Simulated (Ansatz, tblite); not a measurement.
## A script for GaP (GFN2-xTB)

These are simulated results from tblite 0.8.0, not measurements. The cell began as a measured structure and was relaxed with r2SCAN in plane waves (Ansatz 0.2.0). All runs are without spin polarisation.

Space group F-43m (No. 216), cubic; conventional cell a = 5.451 Å, 20.24 Å³ an atom. Ga is surrounded by 4 P at 2.36 Å; P is surrounded by 4 Ga at 2.36 Å.

tblite solves periodic systems at the zone centre alone, so the script builds a cluster of 2×2×2 conventional cells (64 atoms), which folds in a coarse mesh of k points.

Input script:

```python
import json
from ase import Atoms
from ase.build import make_supercell
from ase.units import Bohr, GPa, Hartree
from tblite.interface import Calculator

atoms = Atoms(['Ga', 'P'],
              cell=[[-0.0, 2.72541, 2.72541], [2.72541, 0.0, 2.72541], [2.72541, 2.72541, 0.0]],
              scaled_positions=[[-0.0, 0.0, 0.0], [0.25, 0.25, 0.25]],
              pbc=True)
cluster = make_supercell(atoms, [[-2, 2, 2], [-2, -2, 2], [2, -2, 2]])
calc = Calculator('GFN2-xTB', cluster.numbers, cluster.positions / Bohr, lattice=cluster.cell[:] / Bohr, periodic=cluster.pbc)
calc.set('temperature', 0.02 / Hartree)
calc.set('max-iter', 150)
res = calc.singlepoint()
levels = res.get('orbital-energies') * Hartree
nv = round(res.get('orbital-occupations').sum() / 2)
cells = len(cluster) // len(atoms)
out = {'energy_per_cell': res.get('energy') * Hartree / cells, 'homo': levels[nv - 1], 'lumo': levels[nv],
       'stress': (-res.get('virial') * Hartree / cluster.get_volume() / GPa).tolist(), 'charges': res.get('charges')[:len(atoms)].tolist(), 'electrons': 2 * nv / cells}
json.dump(out, open('results.json', 'w'))
for key, value in out.items():
    print(key, value)
```

Command: `python run.py`. It took 4.9 s on 1 thread of Arm Neoverse V2, on a shared host, peak memory 0.14 GiB.

The log:

```
------------------------------------------------------------
  cycle        total energy    energy error   density error
------------------------------------------------------------
      1     -117.2221663611  -1.1781562E+02   2.4339402E-01
      2     -120.5528032629  -3.3306369E+00   1.1122468E-01
      3     -120.7251795030  -1.7237624E-01   5.5141774E-02
      4     -120.7371837034  -1.2004200E-02   2.7116549E-02
      5     -120.7465861837  -9.4024804E-03   7.7709404E-03
      6     -120.7527424722  -6.1562884E-03   2.0989816E-03
      7     -120.7530990110  -3.5653879E-04   9.3013728E-04
      8     -120.7530574289   4.1582036E-05   9.3576379E-04
      9     -120.7531617509  -1.0432201E-04   1.9990781E-04
     10     -120.7531653802  -3.6292833E-06   7.4109644E-05
     11     -120.7531658679  -4.8768453E-07   2.5808553E-05
     12     -120.7531659447  -7.6835008E-08   1.3994543E-06
------------------------------------------------------------

 total:                                   4.377 sec
energy_per_cell -102.68315663083895
homo -9.068698667775552
lumo -5.961139201010129
stress [[8.388540284182133, -2.5035168562297737e-07, 2.503516784245545e-07], [-2.5035168579591857e-07, 8.388540284182021, 2.503516534289415e-07], [2.503516783001691e-07, 2.503516535179093e-07, 8.388540284182188]]
charges [0.17188043338499392, -0.17187789075664162]
electrons 8.0
```

The cycle table is in hartree for the whole cluster, and the lines after it are in eV (the energy for one cell). The printed stress is in GPa and positive in compression, and the pressure is its mean diagonal.

GFN2-xTB gives a gap of 3.11 eV. On the same cell, plane-wave PBE (Ansatz, 8×8×8 k points and the special points) gives a gap of 1.59 eV and r2SCAN a gap of 1.84 eV; on shared hosts these took about 2.1 and 4.4 core-seconds on the 2-atom cell, against 4.9 for the script. Semilocal gaps usually lie below measured ones. xTB was fitted to molecules, so gaps, charges and pressures of solids can be far off, and the gap also depends on the size of the cluster.

The same script was run on cells scaled at fixed shape and fractional coordinates:

```json
{"volume (Å³/atom)": "17.81", "energy (meV/atom)": "230.7", "pressure (GPa, positive in compression)": "23.76", "gap (eV)": "3.27"}
{"volume (Å³/atom)": "19.03", "energy (meV/atom)": "86.3", "pressure (GPa, positive in compression)": "14.74", "gap (eV)": "3.20"}
{"volume (Å³/atom)": "20.24", "energy (meV/atom)": "0.0", "pressure (GPa, positive in compression)": "8.39", "gap (eV)": "3.11"}
{"volume (Å³/atom)": "21.46", "energy (meV/atom)": "-45.9", "pressure (GPa, positive in compression)": "3.82", "gap (eV)": "2.46"}
{"volume (Å³/atom)": "22.67", "energy (meV/atom)": "-61.8", "pressure (GPa, positive in compression)": "0.51", "gap (eV)": "1.48"}
```

The minimum lies beyond the largest of these volumes.

xTB was fitted mostly to molecules, and a small cluster samples few k points, so gaps, pressures and kinks along a curve can be far from a solid's.
